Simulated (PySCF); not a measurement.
**CH4GeO (SMILES O=[CH][GeH3]): a chain of runs**

Aim: a structure relaxation (HF-D3(0)/pcseg-0), then vibrational wavenumbers, then the energy (NEVPT2(6,6)/aug-cc-pVDZ), then the vertical excitations (TD-PBEsol/pc-1) of CH4GeO. The job is set up through a Python script.

The calculation is run with PySCF 2.14.0.

### Step 1. The system as given

CH4GeO: 7 atoms, total charge 0, spin state singlet. SMILES: `O=[CH][GeH3]`. Geometry: a rough force-field guess. The run starts from this shape.

Bond lengths: O1–C2 1.268 Å, C2–Ge3 1.914 Å, C2–H4 1.033 Å, Ge3–H5 1.537 Å, Ge3–H6 1.560 Å, Ge3–H7 1.608 Å. Angles: O1–C2–Ge3 120.6°, O1–C2–H4 121.0°, Ge3–C2–H4 118.2°, C2–Ge3–H5 110.6°, C2–Ge3–H6 110.3°, C2–Ge3–H7 108.7°, H5–Ge3–H6 110.8°, H5–Ge3–H7 108.9°, H6–Ge3–H7 107.5°.

### Step 2. A structure relaxation at HF-D3(0)/pcseg-0 (density fitting with def2-universal-jkfit) (run 1)

Input file run.py:

```python
# O=[CH][GeH3]
from pyscf import gto
from pyscf.geomopt.geometric_solver import kernel as optimise

system = gto.M(
    atom=[
    ('O', (-0.088500, -1.804800, 1.055500)),
    ('C', (-0.460800, -1.066900, 0.093900)),
    ('Ge', (0.243600, 0.701800, -0.106000)),
    ('H', (-1.081700, -1.430800, -0.647000)),
    ('H', (-0.290000, 1.354400, -1.391200)),
    ('H', (-0.108200, 1.567800, 1.143200)),
    ('H', (1.846800, 0.610400, -0.194000)),
],
    verbose=3,
    basis='pcseg-0',
    max_memory=1860,
)

mf = system.RHF()
mf = mf.density_fit(auxbasis='def2-universal-jkfit')
mf.disp = 'd3zero'
converged, mol_eq = optimise(mf, maxsteps=100)
print('converged:', converged)
print(mol_eq.tostring())

mf.reset(mol_eq)
system = mol_eq
mf.kernel()
e_final = mf.e_tot
print('E(%s) = %.9f' % ('HF', e_final))
```

Command:

```
OMP_NUM_THREADS=1 python run.py
```

Output:

```text
maxiter                   100
[... 37 lines left out ...]
> Will converge when all 5 criteria are reached:
[... 20 lines left out ...]
converged SCF energy = -2187.35905611856
[... 24 lines left out ...]
converged SCF energy = -2187.37000454132
[... 49 lines left out ...]
converged SCF energy = -2187.37034325532
[... 49 lines left out ...]
converged SCF energy = -2187.37036304999
[... 38 lines left out ...]
Converged! =D
[... 1 line left out ...]
converged: True
O          -0.11236447       -1.78192783        1.05441581
C          -0.44707759       -1.11085582        0.09053599
Ge          0.30294993        0.75048642       -0.10320989
H          -1.13882917       -1.52137593       -0.64482163
H          -0.26251227        1.39120996       -1.36555064
H          -0.09572870        1.55580051        1.12024169
H           1.81476226        0.64856268       -0.19721133
converged SCF energy = -2187.37036320276
E(HF) = -2187.370363203
```

Run time: 6.3 s. Hardware: 1 thread of Arm Neoverse V1, shared host; peak memory 0.18 GiB.

The path in brief:

| step | energy from the first frame kept (eV) | largest force (eV/Å) |
| --- | --- | --- |
| 0 | 0.0000 | 4.6613 |
| 1 | -0.2979 | 0.5578 |
| 2 | -0.3064 | 0.1908 |
| 3 | -0.3071 | 0.0873 |
| 4 | -0.3075 | 0.0468 |
| 5 | -0.3077 | 0.0081 |
| 6 | -0.3077 | 0.0014 |

After the run. Bond lengths: O1–C2 1.221 Å, C2–Ge3 2.016 Å, C2–H4 1.090 Å, Ge3–H5 1.524 Å, Ge3–H6 1.518 Å, Ge3–H7 1.518 Å. Angles: O1–C2–Ge3 118.8°, O1–C2–H4 120.0°, Ge3–C2–H4 121.3°, C2–Ge3–H5 109.2°, C2–Ge3–H6 108.3°, C2–Ge3–H7 108.3°, H5–Ge3–H6 110.3°, H5–Ge3–H7 110.3°, H6–Ge3–H7 110.3°.

### Step 3. Vibrational wavenumbers at HF-D3(0)/pcseg-0 (density fitting with def2-universal-jkfit) (run 2)

Input file calc.py:

```python
import numpy
from pyscf import gto, symm
from pyscf.hessian import thermo

molecule = gto.M(
    atom=[
    ('O', (-0.257155, -1.922879, 0.964948)),
    ('C', (-0.591869, -1.251807, 0.001068)),
    ('Ge', (0.158159, 0.609535, -0.192678)),
    ('H', (-1.283620, -1.662327, -0.734290)),
    ('H', (-0.407303, 1.250259, -1.455019)),
    ('H', (-0.241522, 1.415326, 1.031465)),
    ('H', (1.668969, 0.508088, -0.285988)),
],
    max_memory=1860,
    basis='pcseg-0',
    verbose=3,
    spin=0,
)

mf = molecule.RHF()
mf = mf.density_fit(auxbasis='def2-universal-jkfit')
mf.disp = 'd3zero'
mf.kernel()

e_final = mf.e_tot
print('E(%s) = %.9f' % ('HF', e_final))
hess = mf.Hessian().kernel()
modes = thermo.harmonic_analysis(molecule, hess)
print('frequencies (1/cm)', numpy.round(modes['freq_wavenumber'], 1))
symm.geom.TOLERANCE = 1e-3  # for the symmetry number
th = thermo.thermo(mf, modes['freq_au'], 200, 101325)
thermo.dump_thermo(molecule, th)
```

Command:

```
OMP_NUM_THREADS=1 python calc.py
```

Output:

```text
converged SCF energy = -2187.37036253593
E(HF) = -2187.370362536

WARN: DFTD3 does not support analytical Hessian, using finite difference

WARN: Mole.unit (angstrom) is changed to Bohr

frequencies (1/cm) [  56.7  270.2  504.2  530.8  692.2  881.2  927.4  927.8  977.8 1454.6
 1779.1 2126.5 2155.6 2174.3 3167.1]
temperature 200.0000 [K]
pressure 101325.00 [Pa]
Rotational constants [GHz] 36.47296 3.76930 3.56715
Symmetry number 1
Zero-point energy (ZPE) 0.04243 [Eh]   111404.781 [J/mol]
                           tot       elec      trans        rot        vib
Entropy [J/mol/K]       276.308      0.000    158.450     95.428     22.431
Cv [J/mol/K]             48.485      0.000     12.472     12.472     23.542
Cp [J/mol/K]             56.800      0.000     20.786     12.472     23.542
Internal energy [J/mol]                      2494.338   2494.338 113713.796
Internal energy [Eh]   -2187.32515  -2187.37036
Enthalpy [J/mol]                             4157.230   2494.338 113713.796
Enthalpy [Eh]          -2187.32452
Gibbs free energy [J/mol]                  -27532.784 -16591.164 109227.691
Gibbs free energy [Eh] -2187.34557
```

Run time: 11 s. Hardware: 1 thread of Arm Neoverse V1, shared host; peak memory 0.32 GiB.

### Step 4. The energy at NEVPT2(6,6)/aug-cc-pVDZ (run 3)

Input file job.py:

```python
from pyscf import gto, mcscf, mrpt

molecule = gto.M(
    atom=[
    ('O', (-0.112364, -1.781928, 1.054416)),
    ('C', (-0.447078, -1.110856, 0.090536)),
    ('Ge', (0.302950, 0.750486, -0.103210)),
    ('H', (-1.138829, -1.521376, -0.644822)),
    ('H', (-0.262512, 1.391210, -1.365551)),
    ('H', (-0.095729, 1.555801, 1.120242)),
    ('H', (1.814762, 0.648563, -0.197211)),
],
    verbose=4,
    max_memory=1860,
    basis='aug-cc-pvdz',
    spin=0,
    charge=0,
)

myscf = molecule.RHF()
myscf.kernel()

cas = mcscf.CASSCF(myscf, 6, 6)
cas.fix_spin_(ss=0.0)
cas.natorb = True
cas.kernel()
e_pt2 = mrpt.NEVPT(cas).kernel()
etot = cas.e_tot + e_pt2
print(f'total energy: {etot:.8f} hartree')
```

Command:

```
OMP_NUM_THREADS=1 python job.py
```

Output:

```text
PySCF version 2.14.0

[... 63 lines left out ...]
converged SCF energy = -2190.36982940543
[... 23 lines left out ...]
sorting_mo_energy = False
[... 78 lines left out ...]
1-step CASSCF converged in  32 macro (326 JK  79 micro) steps
[... 2 lines left out ...]
Natural orbital (expansion on meta-Lowdin AOs) in CAS space
[... 133 lines left out ...]
CASSCF energy = -2190.40472090097
[... 6 lines left out ...]
Natural orbital (expansion on meta-Lowdin AOs) in CAS space
[... 141 lines left out ...]
Nevpt2 Energy = -0.440287440309229
total energy: -2190.84500834 hartree
```

It took 2.5 min on 1 thread of Arm Neoverse V1, shared host; peak memory 0.49 GiB.

### Step 5. The vertical excitations at TD-PBEsol/pc-1 (density fitting, spin of roots singlet) (run 4)

Input file calc.py:

```python
from pyscf import gto, dft, tdscf

molecule = gto.Mole()
molecule.atom = '''
O   -0.112364  -1.781928   1.054416
C   -0.447078  -1.110856   0.090536
Ge   0.302950   0.750486  -0.103210
H   -1.138829  -1.521376  -0.644822
H   -0.262512   1.391210  -1.365551
H   -0.095729   1.555801   1.120242
H    1.814762   0.648563  -0.197211
'''
molecule.verbose = 3
molecule.charge = 0
molecule.basis = 'pc-1'
molecule.max_memory = 1860
molecule.build()

mf = dft.RKS(molecule, xc='pbesol')
mf = mf.density_fit()
mf.kernel()

e_final = mf.e_tot
print('Final energy', e_final)

td = tdscf.TDDFT(mf)
td.nstates = 8
td.kernel()
td.analyze()
roots = td.e * 27.211386
osc = td.oscillator_strength()
print('state   eV      nm      f')
for i, (w, f) in enumerate(zip(roots, osc), 1):
    print('%3d %9.4f %8.1f %9.5f' % (i, w, 1239.842 / w, f))
```

Command:

```
OMP_NUM_THREADS=1 python calc.py
```

Output:

```text
WARN: Even tempered Gaussians are generated as DF auxbasis for  C O H Ge

converged SCF energy = -2190.23248741991
Final energy -2190.232487419907
Excitation energies (eV)
[3.12944936 5.78796011 5.83687964 5.99346788 6.28039546 6.83379006
 6.91407178 7.62386783]

** Singlet excitation energies and oscillator strengths **
state   eV      nm      f
  1    3.1294    396.2   0.00104
  2    5.7880    214.2   0.01715
  3    5.8369    212.4   0.00463
  4    5.9935    206.9   0.00117
  5    6.2804    197.4   0.10818
  6    6.8338    181.4   0.22818
  7    6.9141    179.3   0.00387
  8    7.6239    162.6   0.00149
```

Run time: 45 s. Hardware: 1 thread of Arm Neoverse V1, shared host; peak memory 0.43 GiB.

The roots found:

| excited state | energy (eV) | strength |
| --- | --- | --- |
| 1 | 3.129 | 0.0010 |
| 2 | 5.788 | 0.0171 |
| 3 | 5.837 | 0.0046 |
| 4 | 5.993 | 0.0012 |
| 5 | 6.280 | 0.1082 |
| 6 | 6.834 | 0.2282 |
| 7 | 6.914 | 0.0039 |
| 8 | 7.624 | 0.0015 |

### Step 6. Summary of results

```
                                                                       quantity             value
                               run 1, HF-D3(0)/pcseg-0: total energy at the end    -2187.37036 Eh
                                         run 1, HF-D3(0)/pcseg-0: dipole moment            2.95 D
                                           run 1, HF-D3(0)/pcseg-0: HOMO energy         -10.76 eV
                                           run 1, HF-D3(0)/pcseg-0: LUMO energy           2.62 eV
                                         run 1, HF-D3(0)/pcseg-0: HOMO–LUMO gap          13.38 eV
                                     run 1, HF-D3(0)/pcseg-0: dispersion energy      -7.39 kJ/mol
                            run 2, HF-D3(0)/pcseg-0: lowest harmonic wavenumber           57 cm⁻¹
                           run 2, HF-D3(0)/pcseg-0: highest harmonic wavenumber         3167 cm⁻¹
                                     run 2, HF-D3(0)/pcseg-0: zero-point energy      111.4 kJ/mol
run 2, HF-D3(0)/pcseg-0: ideal-gas entropy at 200 K (symmetry number 1 as used)  66.0 cal/(mol K)
                                   run 3, NEVPT2(6,6)/aug-cc-pVDZ: total energy    -2190.84501 Eh
           run 3, NEVPT2(6,6)/aug-cc-pVDZ: dipole moment (Hartree–Fock density)            2.74 D
            run 3, NEVPT2(6,6)/aug-cc-pVDZ: HOMO energy (Hartree–Fock orbitals)         -10.67 eV
            run 3, NEVPT2(6,6)/aug-cc-pVDZ: LUMO energy (Hartree–Fock orbitals)           0.87 eV
          run 3, NEVPT2(6,6)/aug-cc-pVDZ: HOMO–LUMO gap (Hartree–Fock orbitals)          11.54 eV
                       run 4, TD-PBEsol/pc-1: ground-state or mean-field energy    -2190.23249 Eh
                run 4, TD-PBEsol/pc-1: dipole moment (PBEsol Kohn–Sham density)            1.96 D
                 run 4, TD-PBEsol/pc-1: HOMO energy (PBEsol Kohn–Sham orbitals)          -5.65 eV
                 run 4, TD-PBEsol/pc-1: LUMO energy (PBEsol Kohn–Sham orbitals)          -2.81 eV
               run 4, TD-PBEsol/pc-1: HOMO–LUMO gap (PBEsol Kohn–Sham orbitals)           2.83 eV
                        run 4, TD-PBEsol/pc-1: lowest singlet excitation energy           3.13 eV
```

The optimisation (run 1, HF-D3(0)/pcseg-0) took 6 steps and changed the energy by -0.308 eV. Mulliken charges (run 1, HF-D3(0)/pcseg-0) run from -0.53 on O1 to +0.70 on Ge3; they depend strongly on the basis. All 15 modes (run 2, HF-D3(0)/pcseg-0) are real, so the shape is a minimum at this level. Mulliken charges (run 3, NEVPT2(6,6)/aug-cc-pVDZ) of the mean-field density run from -0.59 on O1 to +0.67 on Ge3; in a basis this large or diffuse they mean little. The brightest of the 8 transitions from the ground state lies at 6.83 eV (181 nm, f = 0.228); the lowest, at 3.13 eV, has f = 0.001. Roots above 5.6 eV lie over the negative of the HOMO energy, where those of Rydberg kind are poorly described; valence roots are less touched.
